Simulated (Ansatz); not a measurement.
CH4BO, SMILES [BH]OC: an atomisation energy, run with the Python package of Ansatz (0.2.0).

Contents of `ch4bo.xyz`:
```text
7

B    -0.97650   -1.19320   -0.40880
O    -0.56680   -0.31610    0.69850
C     0.55860    0.38100    0.27600
H    -1.72420   -0.70570   -1.20620
H     0.38090    1.05890   -0.58030
H     0.93960    1.02400    1.13370
H     1.44970   -0.31690    0.04130
```

`tae_ch4bo.py`:
```python
"""Atomisation energy of CH4BO at the given geometry."""

from collections import Counter

import ansatz as az


def energy(molecule, charge=0, unpaired=0):
    calc = (
        molecule.calculation()
        .basis(gaussian="cc-pVTZ")
        .correlation("mp2")
    )
    if charge:
        calc = calc.charge(charge)
    if unpaired:
        calc = calc.spin("collinear", total=unpaired)
    return calc.run().report["free_energy_ev"]

molecule = az.Crystal.molecule_from_extxyz("ch4bo.xyz")

# unpaired electrons of the ground-state atoms
unpaired = {"B": 1, "O": 2, "C": 2, "H": 1}
counts = Counter(site.symbol for site in molecule.cartesian_sites)
atom_energy = {s: energy(az.Crystal.molecule().atom(s, (0, 0, 0)), 0, unpaired[s]) for s in counts}
whole = energy(molecule, 0, 1)
for s, e in atom_energy.items():
    print(f"{s:2s} x{counts[s]}  {e:14.5f} eV")
print(f"CH4BO: {whole:.5f} eV")
split = sum(counts[s] * e for s, e in atom_energy.items()) - whole
print(f"atomisation energy (no zero-point term): {split:.3f} eV, {split / sum(counts.values()):.3f} eV an atom")
```

What does it cost to take this molecule apart into atoms?

25.169 eV from the electronic energies, without the zero-point term.

The output:

`python tae_ch4bo.py` gives:
```text
B  x1      -668.75107 eV
O  x1     -2039.62679 eV
C  x1     -1027.46078 eV
H  x4       -13.60052 eV
CH4BO: -3815.40955 eV
atomisation energy (no zero-point term): 25.169 eV, 3.596 eV an atom
```

Notes:
- Total energies depend on the basis set; only differences at equal settings carry meaning.
- The geometry is a force-field or estimated start, not a minimum of this method, and the basis set is short of its limit. All parts are taken at fixed geometry, without zero-point energy.
- The species is open-shell (spin multiplicity 2).
- It ran for 1.6 s on 1 thread of AMD EPYC 9R45 (Zen 5) (shared host), peak memory 0.29 GiB.
